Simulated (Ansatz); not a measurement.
## H4OS2Sn, SMILES [OH][SnH]([SH])[SH]: harmonic frequencies at the relaxed geometry

Run with the Ansatz DFT code, driven from Python.

Script `h4os2sn_freq.py`:
```python
"""Harmonic frequencies of H4OS2Sn at its relaxed geometry."""

import ansatz as az
from ase import Atoms
import numpy as np

BASIS_SET = "def2-SVP"
XC = "B3LYP"

atoms = Atoms(["O", "Sn", "S", "S", "H", "H", "H", "H"], positions=[
    (-0.7211, 1.5263, -1.4594),
    (-0.0684, 0.3958, -0.0394),
    (2.2157, -0.1256, -0.5047),
    (-1.2754, -1.6341, 0.0316),
    (-1.7279, 1.6696, -1.2716),
    (-0.1865, 1.2352, 1.5016),
    (2.3541, -0.9661, 0.6386),
    (-0.4983, -2.1583, 1.0476),
])
mol = az.Crystal.molecule_from_ase(atoms)

calculation = mol.calculation().basis(gaussian=BASIS_SET).functional(XC)
symbols = [site.symbol for site in mol.cartesian_sites]
start = np.array([site.position_ang for site in mol.cartesian_sites], dtype=float)
rep = calculation.relax(force_tolerance=0.003).run().report
end = np.array(rep["positions_ang"])

print("final positions (A) and the move of each atom")
for symbol, xyz, old in zip(symbols, end, start):
    print(f"{symbol:2s} {xyz[0]:10.5f} {xyz[1]:10.5f} {xyz[2]:10.5f}   {np.linalg.norm(xyz - old):7.4f}")

# frequencies need a stationary point, so they are taken at the relaxed geometry
minimum = az.Crystal.molecule()
for symbol, xyz in zip(symbols, end):
    minimum = minimum.atom(symbol, xyz.tolist())
vibrating = (
    minimum.calculation()
    .basis(gaussian=BASIS_SET)
    .functional(XC)
    .phonons(temperatures=(298.15, 498.15, 100))
)
vib = vibrating.run().report["vibrations"]
sums = vib["harmonic_sums"]
modes = [m["omega_inv_cm"] for m in sums["modes_at_gamma"] if m["rigid_motion"] == "no"]
for number, w in enumerate(modes, start=1):
    print(f"mode {number:2d} {w:9.1f} 1/cm {w / 8065.544 * 1000:8.2f} meV")
print("imaginary modes:", sum(w < 0 for w in modes), " zero-point energy:", round(sums["zero_point_energy_ev"], 4), "eV")
print("T (K)   F_vib (eV)   S_vib (meV/K)   C_vib (meV/K)")
for row in zip(sums["temperatures_k"], sums["vibrational_free_energy_ev"], vib["entropy_ev_per_k"], vib["heat_capacity_ev_per_k"]):
    print(f"{row[0]:6.1f} {row[1]:11.4f} {1000 * row[2]:13.4f} {1000 * row[3]:15.4f}")

# all hydrogen replaced by deuterium
heavier = vibrating.phonons(masses={"H": 2.014102}).run().report["vibrations"]["harmonic_sums"]
print("deuterated (1/cm):", " ".join(f"{m['omega_inv_cm']:.0f}" for m in heavier["modes_at_gamma"] if m["rigid_motion"] == "no"))
print("zero-point energy falls by", round(sums["zero_point_energy_ev"] - heavier["zero_point_energy_ev"], 4), "eV")
```

Output of `python h4os2sn_freq.py`:
```text
final positions (A) and the move of each atom
O    -1.05344    1.55403   -0.90085    0.6505
Sn    0.02619    0.37068    0.28345    0.3374
S     2.32077    0.32665   -0.55118    0.4666
S    -0.73411   -1.95205    0.21928    0.6552
H    -1.03526    1.26697   -1.82538    0.9739
H    -0.19753    1.09414    1.82150    0.3498
H     2.46547   -0.98500   -0.24620    0.8920
H    -1.69989   -1.73262    1.14367    1.2784
mode  1      93.5 1/cm    11.59 meV
mode  2     113.1 1/cm    14.02 meV
mode  3     123.1 1/cm    15.27 meV
mode  4     143.7 1/cm    17.81 meV
mode  5     155.4 1/cm    19.27 meV
mode  6     258.5 1/cm    32.05 meV
mode  7     333.9 1/cm    41.39 meV
mode  8     349.4 1/cm    43.32 meV
mode  9     526.9 1/cm    65.32 meV
mode 10     578.9 1/cm    71.77 meV
mode 11     615.4 1/cm    76.30 meV
mode 12     689.2 1/cm    85.45 meV
mode 13     705.5 1/cm    87.47 meV
mode 14     859.6 1/cm   106.58 meV
mode 15    1917.7 1/cm   237.76 meV
mode 16    2664.4 1/cm   330.34 meV
mode 17    2667.8 1/cm   330.77 meV
mode 18    3820.3 1/cm   473.66 meV
imaginary modes: 0  zero-point energy: 1.0301 eV
T (K)   F_vib (eV)   S_vib (meV/K)   C_vib (meV/K)
 298.1      0.8999        0.9360          0.8704
 398.1      0.7925        1.2053          0.9884
 498.1      0.6602        1.4357          1.0662
deuterated (1/cm): 78 92 101 120 145 205 327 343 377 415 502 517 603 637 1362 1913 1916 2782
zero-point energy falls by 0.2591 eV
```

These settings explore the input space; basis and method may be short of convergence. The frequencies are harmonic and unscaled, in a modest basis. The result belongs to the one conformer reached from this start, and soft torsions count as harmonic oscillators. def2 sets replace the cores of elements past krypton by effective core potentials. b3lyp holds the VWN-RPA fit, as in Gaussian; the form of ORCA and Turbomole is b3lyp5. The whole script took 5.5 min on 1 thread of AMD EPYC 9R14 (Zen 4), with other jobs on the host, peak memory 0.31 GiB.

(Lines on the test bed's own set-up are left out of the output.)
